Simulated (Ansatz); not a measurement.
# KCd2P2: a trial structure relaxed

Where does this trial cell of KCd2P2 go when cell and atoms are let free, and does the end survive a random kick?

Computed with Ansatz 0.2.0 (DFT PBE, scalar-relativistic, plane waves, PAW, unless a step's input says otherwise).

## (1) The system as given

Symmetry: I4/mmm, No. 139, tetragonal system. The conventional cell has a = 4.405 Å, b = 4.405 Å, c = 12.140 Å, α = 90.00°, β = 90.00°, γ = 90.00°. K (site symmetry 4/mmm) is surrounded by 8 P at 3.57 Å and 8 Cd at 3.75 Å. Cd (site symmetry -4m2) is surrounded by 4 P at 2.56 Å. P (site symmetry 4mm) is surrounded by 4 Cd at 2.56 Å and 4 K at 3.57 Å.

Structure file:

```xyz
5
Lattice="-2.2025 2.2025 6.0701 2.2025 -2.2025 6.0701 2.2025 2.2025 -6.0701" Properties=species:S:1:pos:R:3 pbc="T T T"
K     0.0000    0.0000    0.0000
Cd    2.2025    0.0000    3.0350
Cd    0.0000    2.2025    3.0350
P     0.0000    0.0000    7.8078
P     0.0000    0.0000    4.3323
```

The cell is invented: species swapped into a database cell of BaCu2As2 (I4/mmm, No. 139), with K on the Ba sites, Cd on the Cu sites and P on the As sites. The dimensions are guesses.

## (2) A first look at the guess

File input.yaml:

```yaml
crystal:
  lattice:
    - [-2.20246527, 2.20246527, 6.07008197]
    - [2.20246527, -2.20246527, 6.07008197]
    - [2.20246527, 2.20246527, -6.07008197]
  atoms:
    - { symbol: K, position: [0.0, 0.0, 0.0] }
    - { symbol: Cd, position: [0.25, 0.75, 0.5] }
    - { symbol: Cd, position: [0.75, 0.25, 0.5] }
    - { symbol: P, position: [0.64313978, 0.64313978, 0.0] }
    - { symbol: P, position: [0.35686022, 0.35686022, 0.0] }
basis:
  ecutwfc: 420
kpoints:
  mp_grid: { grid: [6, 6, 6] }
hamiltonian:
  xc: pbe
scf:
  occupations: { method: gaussian, width: 0.1 }
  lower_state_search: "off"
output:
  forces: true
  stress: true
  eigenvalues: true
```

Started as:

```bash
$ ansatz run input.yaml --threads 1 --pin off --max-ram 2560MiB --backend cpu --events-out ev --progress --plain --runs-dir out
```

Further runs follow: coarse relaxation; relaxation on the finer mesh; kick test: the unmoved cell on a coarse mesh; kicked and relaxed without symmetry.

Before running it: what results should come out? Wanted: conventional cell; volume; energy over the elements, black P; gap on the mesh.

The runs gave:

```
                              quantity                                                                       value
symmetry at the end (tolerance 0.05 Å)                                                space group I4/mmm (No. 139)
                     conventional cell  a = 4.480 Å, b = 4.480 Å, c = 11.936 Å, α = 90.00°, β = 90.00°, γ = 90.00°
                                volume                                                               23.96 Å³/atom
     energy over the elements, black P                                                               -0.17 eV/atom
                       gap on the mesh                                                                none (metal)
```

**Reading.** The space group I4/mmm (No. 139) is kept, and the volume per atom grows by 1.7 % from the first guess. It lies below the elements, which doesn't yet make it stable: competing phases were not computed in this session. It survived the kick, though modes of other wave vectors, which need another repeat, weren't probed.
